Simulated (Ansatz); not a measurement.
# WSb (NiAs type): a single-point run

Wanted: a converged single-point run for WSb (NiAs type), and a check of what comes out. The structure is shown as the input types it.

Program: Ansatz 0.2.0. Level of theory: DFT PBE, scalar-relativistic, plane waves, PAW. These are calculated values, not measurements.

1 further run of the same task is left out (set aside as unsound or not needed). Runs told in other sessions of the task aren't counted.

**1. The structure to begin with**

It takes space group P6_3/mmc (No. 194, hexagonal). Conventional cell: a = 4.400 Å, b = 4.400 Å, c = 5.210 Å, α = 90.00°, β = 90.00°, γ = 120.00°. Around W (site symmetry -3m) lie 2 W at 2.61 Å and 6 Sb at 2.85 Å. Sb (site symmetry -6m2) is surrounded by 6 W at 2.85 Å.

Coordinates:

```xyz
4
Lattice="4.4002 0.0000 0.0000 -2.2001 3.8107 0.0000 0.0000 0.0000 5.2102" Properties=species:S:1:pos:R:3 pbc="T T T"
W     0.0000    0.0000    0.0000
W     0.0000    0.0000    2.6051
Sb    0.0000    2.5405    1.3026
Sb    2.2001    1.2702    3.9077
```

**2. The calculation**

Contents of input.yaml:

```yaml
crystal:
  lattice:
    - [4.400225745829, 0.0, 0.0]
    - [-2.200112872915, 3.810707278275, 0.0]
    - [0.0, 0.0, 5.2102217637]
  atoms:
    - { symbol: W, position: [0.0, 0.0, 0.0] }
    - { symbol: W, position: [0.0, 0.0, 0.5] }
    - { symbol: Sb, position: [0.3333333333333, 0.6666666666667, 0.25] }
    - { symbol: Sb, position: [0.6666666666667, 0.3333333333333, 0.75] }
basis:
  ecutwfc: 420
  ecutrho_ratio: 4
kpoints:
  mp_grid: { grid: [0, 10, 6] }
hamiltonian:
  xc: pbe
scf:
  occupations: { method: gaussian, width: 0.05 }
  max_iter: 75
output:
  forces: true
  stress: true
```

Run with:

```sh
$ ansatz run input.yaml --threads 2 --pin off --max-ram 2662MiB --backend cpu --events-out ev --progress --plain --runs-dir out
```

Q: Will this input give a usable result? If not, why, and what should change?

Nothing was computed: the input was turned down at the start. Its message: «invalid value for `kpoints.mp_grid.grid`: each dimension must be in 1..=255»

In the input, kpoints.mp_grid.grid is [0, 10, 6]. The mesh can't be built from what was typed.

What to do: set kpoints.mp_grid.grid to [10, 10, 6].
